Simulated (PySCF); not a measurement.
# CoBr2: ligand-field states, part 2 of 2

PySCF 2.14.0. Atoms count from 0. Earlier steps stand in the parts before.

### 5 Ligand-field states: state-averaged CASSCF (bond angle at 150°)

What the job is given:

```
{"job": {"kind": "lf", "basis": {"metal": "x2c-TZVPall", "ligand": "x2c-SVPall"}, "nevpt": true, "reuse": true}, "charge": 0, "metal": "Co", "open_shell": "d7"}
Co     0.000000     0.000000     0.000000
Br     0.612107     0.000000     2.284415
Br     0.612107     0.000000    -2.284415
```

Level: state-averaged CASSCF of the metal d shell, SC-NEVPT2 on the averaged canonical orbitals, state-interaction spin-orbit coupling.

The program printed:

```text
basis functions 112, electrons 97, active (7e, 5o)
start from the orbitals of the previous structure
stage 1: DIIS on the effective Fock matrix, level shift 0.30
cycle   1  E = -6599.4510820690  dE = -6.599e+03  max|g| = 1.431e+00
cycle   2  E = -6599.5700015716  dE = -1.189e-01  max|g| = 3.365e-01
cycle   3  E = -6599.7207412985  dE = -1.507e-01  max|g| = 6.403e-01
cycle   4  E = -6599.8313636264  dE = -1.106e-01  max|g| = 1.591e-01
cycle   5  E = -6599.8536209869  dE = -2.226e-02  max|g| = 1.191e-01
cycle   6  E = -6599.8315173410  dE =  2.210e-02  max|g| = 1.097e-01
cycle   7  E = -6599.7842100662  dE =  4.731e-02  max|g| = 1.996e-01
cycle   8  E = -6599.6518527279  dE =  1.324e-01  max|g| = 3.056e-01
cycle   9  E = -6599.4800495713  dE =  1.718e-01  max|g| = 3.951e-01
cycle  10  E = -6599.3495794743  dE =  1.305e-01  max|g| = 5.128e-01
cycle  11  E = -6599.2421078201  dE =  1.075e-01  max|g| = 6.001e-01
cycle  12  E = -6599.0770901450  dE =  1.650e-01  max|g| = 7.426e-01
cycle  13  E = -6598.9380394130  dE =  1.391e-01  max|g| = 8.118e-01
cycle  14  E = -6598.9045003698  dE =  3.354e-02  max|g| = 7.950e-01
cycle  15  E = -6598.8551014457  dE =  4.940e-02  max|g| = 8.200e-01
stage 2: quasi-Newton rotations from the point of smallest gradient
cycle  17  E = -6599.8883512752  dE = -5.683e-02  max|g| = 3.889e-02
cycle  18  E = -6599.8890486570  dE = -6.974e-04  max|g| = 6.160e-02
cycle  19  E = -6599.8906959202  dE = -1.647e-03  max|g| = 7.869e-03
cycle  20  E = -6599.8907444644  dE = -4.854e-05  max|g| = 1.442e-03
cycle  21  E = -6599.8907477221  dE = -3.258e-06  max|g| = 3.341e-04
cycle  22  E = -6599.8907479218  dE = -1.997e-07  max|g| = 1.609e-04
cycle  23  E = -6599.8907479374  dE = -1.561e-08  max|g| = 3.066e-05
cycle  24  E = -6599.8907479390  dE = -1.547e-09  max|g| = 1.234e-05
cycle  25  E = -6599.8907479391  dE = -9.732e-11  max|g| = 2.759e-06
converged average energy = -6599.8907479391

 mult deg   label        CASSCF/cm-1   NEVPT2/cm-1
   4   1   4A2                 0.0           0.0
   4   1   4B1                 1.0           3.0
   4   1   4B2               660.7         486.2
   4   1   4A1               664.4         489.3
   4   1   4A2              1360.8        1628.3
   4   1   4B1              1439.4        1754.3
   4   1   4B2              1517.4        1789.6
   4   1   4B2             16816.2       13404.8
   2   1   2A1             18253.0       16643.5
   2   1   2A2             18242.4       16724.6
   2   1   2B1             18260.5       16763.3
   2   1   2B2             18405.0       17165.1
   2   1   2A1             18413.1       17165.9
   4   1   4A2             19751.6       17328.2
   2   1   2A2             18730.8       17646.1
   2   1   2B1             18732.9       17651.2
   4   1   4B1             20220.4       18095.8
   2   1   2B2             19513.3       18369.0
   2   1   2A1             19513.4       18369.7
   2   1   2A2             23747.2       19449.3
   2   1   2B1             23820.1       19576.8
   2   1   2B2             22533.2       19990.2
   2   1   2A2             22729.5       20231.0
   2   1   2B1             22965.8       20509.0
   2   1   2B2             23670.9       21469.9
   2   1   2A1             23681.7       21535.7
   2   1   2B2             25396.9       21739.5
   2   1   2A1             25583.5       22210.2
   2   1   2B2             25745.5       22220.2
   2   1   2B1             24902.8       23343.6
   2   1   2A2             24898.1       23349.9
   2   1   2B1             27817.3       25009.9
   2   1   2A2             27896.7       25202.0
   2   1   2B2             26328.8       25462.7
   2   1   2A1             26328.0       25469.6
   2   1   2A1             28245.3       25694.4
   2   1   2B1             27531.0       26935.2
   2   1   2A2             27531.0       26935.3
   2   1   2A2             42185.2       37025.4
   2   1   2B2             42203.4       37169.5
   2   1   2B1             42458.3       37456.8
   2   1   2A1             42709.9       37559.1
   2   1   2B2             42750.8       37666.4
   2   1   2A2             43743.7       39165.2
   2   1   2B1             43743.8       39165.4
   2   1   2A1             64540.2       54841.3
   2   1   2B1             65437.6       56457.2
   2   1   2A2             65645.0       56849.1
   2   1   2B2             69448.8       61908.4
   2   1   2A1             69462.8       61926.1

spin-orbit levels / cm-1
      0.00  x2  4A2 0.50 4B1 0.50
    278.68  x2  4A2 0.33 4B1 0.32 4B2 0.17
    621.00  x2  4B2 0.26 4A1 0.26 4B1 0.22
    980.19  x2  4A1 0.35 4B2 0.33 4A2 0.13
   1068.28  x2  4B2 0.31 4A1 0.30 4A2 0.17
   1336.86  x2  4B1 0.22 4A2 0.21 4B2 0.21
   1538.50  x2  4A1 0.28 4B2 0.24 4A2 0.15
   1683.78  x2  4B1 0.32 4A2 0.32 4B1 0.09
   2033.95  x2  4B2 0.41 4A2 0.15 4B2 0.15
   2201.01  x2  4B2 0.45 4A2 0.18 4B1 0.12
   2397.50  x2  4A2 0.48 4B1 0.37 4B2 0.07
   2777.03  x2  4B1 0.53 4A2 0.37 4A1 0.04
   3068.90  x2  4B2 0.48 4B1 0.27 4A2 0.19
   3391.96  x2  4B2 0.45 4B1 0.29 4A2 0.24
  14117.34  x2  4B2 0.98
  14157.60  x2  4B2 0.99
  17138.45  x2  2A1 0.62 2A2 0.25 2B1 0.07
  17236.79  x2  2B1 0.51 2A2 0.36 2A1 0.04
  17611.42  x2  2B2 0.46 2A1 0.45
  17902.40  x2  2B1 0.25 2A1 0.24 2A2 0.24
  17975.49  x2  4A2 0.71 2B1 0.09 2A1 0.07
  18024.14  x2  4A2 0.89 4B1 0.07
  18053.93  x2  2A2 0.44 2B1 0.44 2A1 0.04
  18337.13  x2  2B2 0.41 2A1 0.41 2A2 0.05
  18674.70  x2  4B1 0.87 2A2 0.09
  18760.48  x2  2B2 0.48 2A1 0.48
  18842.05  x2  2B1 0.46 2A2 0.46
  18910.66  x2  4B1 0.90 4A2 0.07
  19579.38  x2  2A1 0.49 2B2 0.49
  20292.38  x2  2A2 0.80 4B1 0.10 2B2 0.03
```

Run time: 5.3 s. Hardware: 1 thread of Arm Neoverse V2, shared host; peak memory 0.27 GiB.

Warnings kept with the result: spin Hamiltonian not valid, low-lying orbital states.

Key values:

| quantity | value |
| --- | --- |
| spin-orbit constant ζ | 505 cm⁻¹ |

Powder susceptibility:

| T (K) | χT (cm³ K/mol) | μ(eff) |
| --- | --- | --- |
| 2 | 4.432 | 5.95 |
| 20 | 4.532 | 6.02 |
| 100 | 4.932 | 6.28 |
| 300 | 5.185 | 6.44 |

### 6 Ligand-field states: state-averaged CASSCF (bond angle at 135°)

What the job is given:

```
{"job": {"kind": "lf", "basis": {"metal": "x2c-TZVPall", "ligand": "x2c-SVPall"}, "nevpt": true, "reuse": true}, "charge": 0, "metal": "Co", "open_shell": "d7"}
Co     0.000000     0.000000     0.000000
Br     0.905046     0.000000     2.184975
Br     0.905046     0.000000    -2.184975
```

Method: state-averaged CASSCF of the metal d shell, SC-NEVPT2 on the averaged canonical orbitals, state-interaction spin-orbit coupling.

The program printed:

```text
basis functions 112, electrons 97, active (7e, 5o)
start from the orbitals of the previous structure
stage 1: DIIS on the effective Fock matrix, level shift 0.30
cycle   1  E = -6599.0529905836  dE = -6.599e+03  max|g| = 1.820e+00
cycle   2  E = -6599.6349948583  dE = -5.820e-01  max|g| = 3.780e-01
cycle   3  E = -6599.7921294179  dE = -1.571e-01  max|g| = 4.116e-01
cycle   4  E = -6599.7831274803  dE =  9.002e-03  max|g| = 1.600e-01
cycle   5  E = -6599.8650533142  dE = -8.193e-02  max|g| = 1.159e-01
cycle   6  E = -6599.8258550932  dE =  3.920e-02  max|g| = 1.204e-01
cycle   7  E = -6599.6739339082  dE =  1.519e-01  max|g| = 2.465e-01
cycle   8  E = -6599.2584730896  dE =  4.155e-01  max|g| = 4.726e-01
cycle   9  E = -6598.7683644180  dE =  4.901e-01  max|g| = 8.191e-01
cycle  10  E = -6598.1857338236  dE =  5.826e-01  max|g| = 1.256e+00
cycle  11  E = -6597.9416836982  dE =  2.441e-01  max|g| = 1.415e+00
cycle  12  E = -6597.8038176033  dE =  1.379e-01  max|g| = 1.482e+00
cycle  13  E = -6598.7559899044  dE = -9.522e-01  max|g| = 9.944e-01
cycle  14  E = -6598.5747169392  dE =  1.813e-01  max|g| = 1.073e+00
cycle  15  E = -6598.4528184356  dE =  1.219e-01  max|g| = 1.112e+00
stage 2: quasi-Newton rotations from the point of smallest gradient
cycle  17  E = -6599.8743498768  dE = -9.297e-03  max|g| = 1.654e-01
cycle  18  E = -6599.8833285120  dE = -8.979e-03  max|g| = 9.289e-03
cycle  19  E = -6599.8835688323  dE = -2.403e-04  max|g| = 4.660e-03
cycle  20  E = -6599.8836060206  dE = -3.719e-05  max|g| = 1.846e-03
cycle  21  E = -6599.8836111464  dE = -5.126e-06  max|g| = 3.167e-04
cycle  22  E = -6599.8836114576  dE = -3.111e-07  max|g| = 1.321e-04
cycle  23  E = -6599.8836114910  dE = -3.340e-08  max|g| = 4.970e-05
cycle  24  E = -6599.8836114948  dE = -3.806e-09  max|g| = 1.282e-05
cycle  25  E = -6599.8836114951  dE = -3.492e-10  max|g| = 3.323e-06
converged average energy = -6599.8836114951

 mult deg   label        CASSCF/cm-1   NEVPT2/cm-1
   4   1   4A2                 0.0           0.0
   4   1   4B1                 8.7          23.0
   4   1   4B2               444.0         237.8
   4   1   4A1               456.8         248.7
   4   1   4A2              1417.3        1868.7
   4   1   4B2              1641.6        2057.8
   4   1   4B1              1573.9        2118.7
   4   1   4B2             16853.9       13551.9
   2   1   2A1             18014.6       16261.6
   2   1   2A2             18076.9       16478.3
   2   1   2B1             18151.0       16660.8
   4   1   4A2             19434.4       16916.3
   2   1   2B2             18414.1       17199.8
   2   1   2A1             18434.6       17233.7
   2   1   2A2             18841.5       17833.4
   2   1   2B1             18856.5       17875.7
   2   1   2B2             19310.4       18141.9
   2   1   2A1             19312.8       18151.6
   4   1   4B1             20404.3       18518.2
   2   1   2B1             23702.5       19545.1
   2   1   2A2             22465.1       19667.0
   2   1   2B2             22435.1       19839.9
   2   1   2A2             23774.9       19966.9
   2   1   2B1             23121.5       20846.4
   2   1   2B2             23639.4       21410.4
   2   1   2A1             23666.9       21656.7
   2   1   2B2             25214.0       21700.1
   2   1   2A1             25607.3       22485.5
   2   1   2B2             25855.0       22658.0
   2   1   2B1             24961.1       23427.9
   2   1   2A2             24933.2       23443.0
   2   1   2B1             27723.8       24954.5
   2   1   2A2             27880.8       25335.1
   2   1   2B2             26393.9       25571.5
   2   1   2A1             26385.4       25639.2
   2   1   2A1             28170.8       25714.9
   2   1   2B1             27359.2       26783.6
   2   1   2A2             27359.2       26784.6
   2   1   2A2             42006.7       36840.7
   2   1   2B2             42130.9       37046.4
   2   1   2A1             42551.3       37388.3
   2   1   2B1             42570.6       37743.1
   2   1   2B2             42741.2       37857.4
   2   1   2A2             43670.4       39164.9
   2   1   2B1             43671.4       39167.6
   2   1   2A1             64389.0       54757.0
   2   1   2B1             65292.9       56211.9
   2   1   2A2             65766.8       57103.8
   2   1   2B2             69249.0       61742.8
   2   1   2A1             69310.7       61822.5

spin-orbit levels / cm-1
      0.00  x2  4A2 0.49 4B1 0.48
    150.52  x2  4B2 0.26 4A1 0.25 4A2 0.25
    473.31  x2  4B2 0.32 4A1 0.29 4A2 0.18
    757.98  x2  4A1 0.34 4B2 0.33 4A2 0.15
    967.84  x2  4A1 0.28 4B2 0.26 4A2 0.23
   1174.53  x2  4B2 0.26 4B1 0.23 4A1 0.23
   1480.92  x2  4A1 0.35 4B2 0.33 4B1 0.13
   1612.26  x2  4A2 0.36 4B1 0.36 4A1 0.09
   2227.77  x2  4B2 0.45 4A2 0.32 4B2 0.07
   2378.61  x2  4B2 0.47 4A2 0.24 4B1 0.21
   2578.84  x2  4A2 0.52 4B1 0.38 4B2 0.04
   3061.50  x2  4B1 0.53 4A2 0.36 4B2 0.07
   3297.62  x2  4B2 0.46 4B1 0.35 4A2 0.15
   3637.43  x2  4B2 0.43 4B1 0.33 4A2 0.23
  14239.32  x2  4B2 0.98
  14277.16  x2  4B2 0.99
  16765.15  x2  2A1 0.69 2A2 0.24
  17074.61  x2  2B1 0.46 2A2 0.40 2A1 0.06
  17520.48  x2  4A2 0.74 2B1 0.07 2A2 0.06
  17598.45  x2  4A2 0.42 2B2 0.21 2A1 0.16
  17631.96  x2  4A2 0.71 2B1 0.07 2B2 0.05
  17725.42  x2  2A1 0.23 2B1 0.22 2B2 0.20
  18197.32  x2  2A2 0.29 2B1 0.26 2A1 0.21
  18389.45  x2  2A1 0.27 2B2 0.24 2A2 0.22
  18525.60  x2  2B2 0.49 2A1 0.48
  18982.61  x2  2B1 0.48 2A2 0.45
  19076.79  x2  4B1 0.88 2A2 0.07
  19272.01  x2  4B1 0.94
  19319.08  x2  2A1 0.48 2B2 0.47
  20291.60  x2  2A2 0.53 2B2 0.33 2B1 0.11
```

Wall time 5.2 s (1 thread of Arm Neoverse V2, shared host); peak memory 0.27 GiB.

Warnings kept with the result: spin Hamiltonian not valid, low-lying orbital states.

Key values:

```
             quantity     value
spin-orbit constant ζ  504 cm⁻¹
```

Powder susceptibility:

```csv
T (K),χT (cm³ K/mol),μ(eff)
2,4.127,5.75
20,4.337,5.89
100,4.927,6.28
300,5.105,6.39
```

### 7 Ligand-field states: state-averaged CASSCF (bond angle at 120°)

What the job is given:

```
{"job": {"kind": "lf", "basis": {"metal": "x2c-TZVPall", "ligand": "x2c-SVPall"}, "nevpt": true, "reuse": true}, "charge": 0, "metal": "Co", "open_shell": "d7"}
Co     0.000000     0.000000     0.000000
Br     1.182500     0.000000     2.048150
Br     1.182500     0.000000    -2.048150
```

Method: state-averaged CASSCF of the metal d shell, SC-NEVPT2 on the averaged canonical orbitals, state-interaction spin-orbit coupling.

The program printed:

```text
basis functions 112, electrons 97, active (7e, 5o)
start from the orbitals of the previous structure
stage 1: DIIS on the effective Fock matrix, level shift 0.30
cycle   1  E = -6599.0992830728  dE = -6.599e+03  max|g| = 1.750e+00
cycle   2  E = -6599.6456162449  dE = -5.463e-01  max|g| = 3.749e-01
cycle   3  E = -6599.7793143070  dE = -1.337e-01  max|g| = 4.077e-01
cycle   4  E = -6599.7662254173  dE =  1.309e-02  max|g| = 1.534e-01
cycle   5  E = -6599.8520189310  dE = -8.579e-02  max|g| = 9.097e-02
cycle   6  E = -6599.8301765248  dE =  2.184e-02  max|g| = 1.105e-01
cycle   7  E = -6599.7819303933  dE =  4.825e-02  max|g| = 1.814e-01
cycle   8  E = -6599.6784002108  dE =  1.035e-01  max|g| = 2.435e-01
cycle   9  E = -6599.4167517144  dE =  2.616e-01  max|g| = 3.821e-01
cycle  10  E = -6598.8645891796  dE =  5.522e-01  max|g| = 8.066e-01
cycle  11  E = -6598.3093331681  dE =  5.553e-01  max|g| = 1.183e+00
cycle  12  E = -6597.9088694819  dE =  4.005e-01  max|g| = 1.416e+00
cycle  13  E = -6597.6417469696  dE =  2.671e-01  max|g| = 1.540e+00
cycle  14  E = -6597.4209960172  dE =  2.208e-01  max|g| = 1.634e+00
cycle  15  E = -6597.3215943236  dE =  9.940e-02  max|g| = 1.681e+00
stage 2: quasi-Newton rotations from the point of smallest gradient
cycle  17  E = -6599.8685509658  dE = -1.653e-02  max|g| = 1.112e-01
cycle  18  E = -6599.8721970829  dE = -3.646e-03  max|g| = 1.637e-02
cycle  19  E = -6599.8730444458  dE = -8.474e-04  max|g| = 6.586e-03
cycle  20  E = -6599.8730921486  dE = -4.770e-05  max|g| = 2.065e-03
cycle  21  E = -6599.8731006750  dE = -8.526e-06  max|g| = 6.012e-04
cycle  22  E = -6599.8731016119  dE = -9.369e-07  max|g| = 1.533e-04
cycle  23  E = -6599.8731016609  dE = -4.900e-08  max|g| = 6.309e-05
cycle  24  E = -6599.8731016701  dE = -9.170e-09  max|g| = 1.802e-05
cycle  25  E = -6599.8731016706  dE = -4.657e-10  max|g| = 3.444e-06
converged average energy = -6599.8731016706

 mult deg   label        CASSCF/cm-1   NEVPT2/cm-1
   4   1   4A2                 0.0           0.0
   4   1   4B2               255.9          60.0
   4   1   4B1                29.4          70.9
   4   1   4A1               282.0          80.0
   4   1   4A2              1623.1        2396.0
   4   1   4B2              1858.7        2518.2
   4   1   4B1              1860.0        2786.9
   4   1   4B2             16977.9       13872.4
   2   1   2A1             17702.6       15679.6
   2   1   2A2             17877.0       16115.9
   4   1   4A2             19130.0       16562.3
   2   1   2B1             18069.2       16618.9
   2   1   2B2             18309.0       16939.1
   2   1   2A1             18371.7       17100.5
   2   1   2A2             18995.5       18080.6
   2   1   2B2             19212.8       18149.0
   2   1   2A1             19223.0       18183.5
   2   1   2B1             19042.6       18221.9
   2   1   2A2             22127.9       19073.3
   4   1   4B1             20670.7       19135.6
   2   1   2B2             22233.7       19501.7
   2   1   2B1             23698.8       20096.2
   2   1   2B1             23273.0       20849.6
   2   1   2A2             24029.2       20903.7
   2   1   2B2             23767.0       21608.3
   2   1   2B2             25195.5       22065.8
   2   1   2A1             23797.2       22124.0
   2   1   2A1             25788.9       23109.7
   2   1   2B2             26061.1       23496.6
   2   1   2A2             25058.2       23710.2
   2   1   2B1             25132.9       23723.7
   2   1   2B1             27688.4       25038.6
   2   1   2A2             27909.0       25585.1
   2   1   2B2             26555.4       25708.3
   2   1   2A1             28138.0       25825.8
   2   1   2A1             26521.2       25962.7
   2   1   2B1             27209.2       26716.6
   2   1   2A2             27209.0       26721.2
   2   1   2A2             41869.6       36754.2
   2   1   2B2             42033.9       36944.5
   2   1   2A1             42418.2       37292.1
   2   1   2B1             42759.6       38202.7
   2   1   2B2             42877.6       38331.7
   2   1   2A2             43649.5       39314.6
   2   1   2B1             43653.4       39326.6
   2   1   2A1             64290.7       54828.8
   2   1   2B1             65179.1       56041.3
   2   1   2A2             66024.6       57625.2
   2   1   2B2             69039.5       61630.7
   2   1   2A1             69203.3       61842.5

spin-orbit levels / cm-1
      0.00  x2  4A2 0.46 4B1 0.40 4A1 0.08
     34.42  x2  4B2 0.33 4A1 0.31 4A2 0.18
    392.04  x2  4B2 0.31 4A1 0.25 4A2 0.22
    591.62  x2  4B2 0.34 4A1 0.34 4A2 0.16
    925.92  x2  4A2 0.32 4A1 0.27 4B1 0.20
   1042.88  x2  4B2 0.30 4A1 0.29 4B1 0.27
   1422.31  x2  4B2 0.33 4A1 0.30 4B1 0.21
   1553.88  x2  4B1 0.39 4A2 0.39 4A1 0.11
   2691.03  x2  4B2 0.47 4A2 0.44 4B2 0.03
   2864.05  x2  4B2 0.51 4A2 0.26 4B1 0.20
   3055.14  x2  4A2 0.50 4B1 0.37 4B2 0.10
   3618.14  x2  4A2 0.42 4B1 0.29 4B2 0.26
   3804.32  x2  4B1 0.63 4B2 0.26 4A2 0.08
   4144.62  x2  4B1 0.42 4B2 0.36 4A2 0.21
  14537.68  x2  4B2 0.98
  14570.80  x2  4B2 0.99
  16201.58  x2  2A1 0.77 2A2 0.18
  16834.33  x2  2A2 0.62 2B1 0.20 2A1 0.11
  17173.49  x2  4A2 0.85 2B1 0.07 2B2 0.03
  17262.58  x2  4A2 0.95
  17333.75  x2  2B1 0.36 2B2 0.29 4A2 0.12
  17516.92  x2  2B1 0.28 2B2 0.27 2A1 0.25
  18085.20  x2  2A1 0.54 2B2 0.35 2B1 0.04
  18568.23  x2  2A1 0.42 2B2 0.32 2A2 0.19
  18589.15  x2  2B1 0.36 2A2 0.36 2B2 0.19
  19203.55  x2  2A2 0.38 2B1 0.37 2A1 0.17
  19268.26  x2  2B2 0.42 2A1 0.33 2B1 0.21
  19542.94  x2  4B1 0.48 2A2 0.37 2B2 0.10
  19842.72  x2  4B1 0.91 2A2 0.06
  19898.99  x2  4B1 0.50 2A2 0.30 2B2 0.16
```

Wall time 5.2 s (1 thread of Arm Neoverse V2, shared host); peak memory 0.27 GiB.

Warnings kept with the result: spin Hamiltonian not valid, low-lying orbital states.

In short:

```csv
quantity,value
spin-orbit constant ζ,502 cm⁻¹
```

Powder susceptibility:

| T (K) | χT (cm³ K/mol) | μ(eff) |
| --- | --- | --- |
| 2 | 3.446 | 5.25 |
| 20 | 4.342 | 5.89 |
| 100 | 4.761 | 6.17 |
| 300 | 4.944 | 6.29 |

### 8 The runs side by side

From the NEVPT2 states (cm⁻¹; the spread is that of the fitted one-electron ligand-field levels):

```
step            setting  ground state      next state  orbital spread  Racah B    ζ  μ(eff), 300 K
   2           as given         4Phig  4Deltag at 833            3480     1011  506           6.43
   3  bond angle at 170           4B1        4A2 at 0            3452     1010  506           6.43
   4  bond angle at 160           4A2        4B1 at 0            3374     1010  506           6.44
   5  bond angle at 150           4A2        4B1 at 3            3252     1010  505           6.44
   6  bond angle at 135           4A2       4B1 at 23            3589     1010  504           6.39
   7  bond angle at 120           4A2       4B2 at 60            4156     1010  502           6.29
```

### 9 Outcome

What follows sums up all 2 parts.

```
                                                         quantity       value
            spin-orbit constant ζ (step 2, state-averaged CASSCF)    506 cm⁻¹
ground multiplicity, μ(eff) at 300 K (step 2, 2 donors at 2.37 Å)  4, 6.43 μB
ground multiplicity, μ(eff) at 300 K (step 3, 2 donors at 2.36 Å)  4, 6.43 μB
ground multiplicity, μ(eff) at 300 K (step 4, 2 donors at 2.36 Å)  4, 6.44 μB
ground multiplicity, μ(eff) at 300 K (step 5, 2 donors at 2.37 Å)  4, 6.44 μB
ground multiplicity, μ(eff) at 300 K (step 6, 2 donors at 2.36 Å)  4, 6.39 μB
ground multiplicity, μ(eff) at 300 K (step 7, 2 donors at 2.36 Å)  4, 6.29 μB
```

**Reading.** In step 2, χT goes from 4.51 at 2 K to 5.16 cm³ K/mol at 300 K, as higher levels fill or mix in. The spread of the ligand-field levels runs from 3252 cm⁻¹ (bond angle at 150) to 4156 cm⁻¹ (bond angle at 120); μ(eff) at 300 K: 6.29 to 6.44 μB.
